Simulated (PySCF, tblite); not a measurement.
**CH₁₂O₂Si₄, a small molecule taken as a stand-in for a surface group: NMR shifts, core binding energies and electronic excitations**

Aim: the NMR shifts, core binding energies and electronic excitations of `C[Si]([SiH3])(O[SiH3])O[SiH3]`.

Computed with tblite 0.8.0 and PySCF 2.14.0; each step states its level. No surroundings beyond the atoms listed, unless a continuum is named. Atoms count from 0, parts from 1.

### 1 Starting point

19 atoms, charge 0, multiplicity 1; geometry: distance geometry start.

### 2 Geometry optimisation with GFN2-xTB

The job: settings as JSON, then the geometry in Å.

```
{"job": {"kind": "relax", "xc": "GFN2-xTB", "basis": "xTB"}, "charge": 0, "multiplicity": 1}
Si    -0.103752     0.441337    -0.147360
Si    -0.376623    -0.086327     2.158041
O      1.052654    -0.534059    -0.811275
Si     2.680931    -0.898549    -0.552816
O     -1.556867     0.160296    -0.955672
Si    -2.605490    -1.083285    -1.243823
C      0.348815     2.225622    -0.191053
H     -1.478156     0.748695     2.726513
H      0.889175     0.163734     2.865507
H     -0.762188    -1.533917     2.306017
H      2.820436    -1.552808     0.754032
H      3.485325     0.325197    -0.606938
H      3.110525    -1.836955    -1.627692
H     -3.697670    -0.587968    -2.121685
H     -3.182583    -1.539193     0.021617
H     -1.905967    -2.200088    -1.915197
H      1.268152     2.426109     0.346477
H     -0.446526     2.865834     0.214660
H      0.512979     2.548817    -1.241479
```

Level: GFN2-xTB geometry optimisation, gas phase.

Launch:

```
OMP_NUM_THREADS=1 python cluster_run.py task.json out
```

One launch serves the whole session: the jobs run in the order shown.

**Question.** The jobs that follow are: PBE0-D3(BJ)/def2-SVP geometry optimisation, gas phase; GIAO PBE0/pcSseg-1 NMR shielding, non-relativistic, gas phase; delta-SCF UKS SCAN, pcX-2 on the ionised atom, pcseg-1 elsewhere, spin-free X2C; TDDFT CAM-B3LYP/def2-SVPD, vertical, gas phase, core orbitals frozen in the response. Predict: point group; rotational constants (main isotopes); ¹³C shifts against TMS (PBE0/pcSseg-1); ¹H shifts against TMS (PBE0/pcSseg-1); ²⁹Si shifts against TMS (PBE0/pcSseg-1); ¹⁷O shifts against H2O (PBE0/pcSseg-1); Si2p binding energies, SCAN/pcX-2 (standing for 2 of 4 atoms); O1s binding energies, SCAN/pcX-2; C1s binding energies, SCAN/pcX-2; lowest singlet (CAM-B3LYP/def2-SVPD); brightest single state of those computed; lowest triplet; vertical ionisation energy (ΔSCF).

The runs gave:

| quantity | value |
| --- | --- |
| point group | C1 |
| rotational constants (main isotopes) | 1.02, 0.95, 0.73 GHz |
| ¹³C shifts against TMS (PBE0/pcSseg-1) | 5.0 ppm |
| ¹H shifts against TMS (PBE0/pcSseg-1) | 5.21, 5.15, 5.12, 5.05, 5.00, 4.96, 3.47, 3.29, 3.25, 0.57, 0.26, 0.20 ppm |
| ²⁹Si shifts against TMS (PBE0/pcSseg-1) | 2.7, -38.6, -39.1, -119.7 ppm |
| ¹⁷O shifts against H2O (PBE0/pcSseg-1) | 66.3, 64.9 ppm |
| Si2p binding energies, SCAN/pcX-2 (standing for 2 of 4 atoms) | Si0 107.48, Si1 106.52 eV |
| O1s binding energies, SCAN/pcX-2 | O2 537.65, O4 537.62 eV |
| C1s binding energies, SCAN/pcX-2 | C6 290.16 eV |
| lowest singlet (CAM-B3LYP/def2-SVPD) | 6.66 eV (186 nm), f = 0.023 |
| brightest single state of those computed | state 3, 7.09 eV, f = 0.079 |
| lowest triplet | 6.00 eV |
| vertical ionisation energy (ΔSCF) | 9.49 eV |

What this shows: Over 21 steps the energy fell by 0.485 eV; of the close pairs, Si0–C6 changed most, 1.925 to 1.855 Å (PBE0/def2-SVP). Si0 (silicon bonded to C, 2 O, Si) binds its Si2p electron 0.96 eV more tightly than Si1 (silicon bonded to Si, 3 H). Only 2 of the 4 Si atoms are covered by sound results. The O1s levels computed lie within 0.03 eV of one another, too close to rank. The first singlet state (HOMO→LUMO 0.71) lies at 6.66 eV and is weak; of the 6 states computed, the strongest absorption comes from state 3 at 7.09 eV. The lowest triplet lies 0.66 eV below the lowest singlet (triplets in Tamm-Dancoff, singlets in full TDDFT). ΔSCF puts the ionisation energy at 9.49 eV, 0.60 eV above −ε(HOMO). A capped cluster stands for the solid here, so long-range fields and strain are missing, and bands or shifts of the capping hydrogens have no counterpart in it.
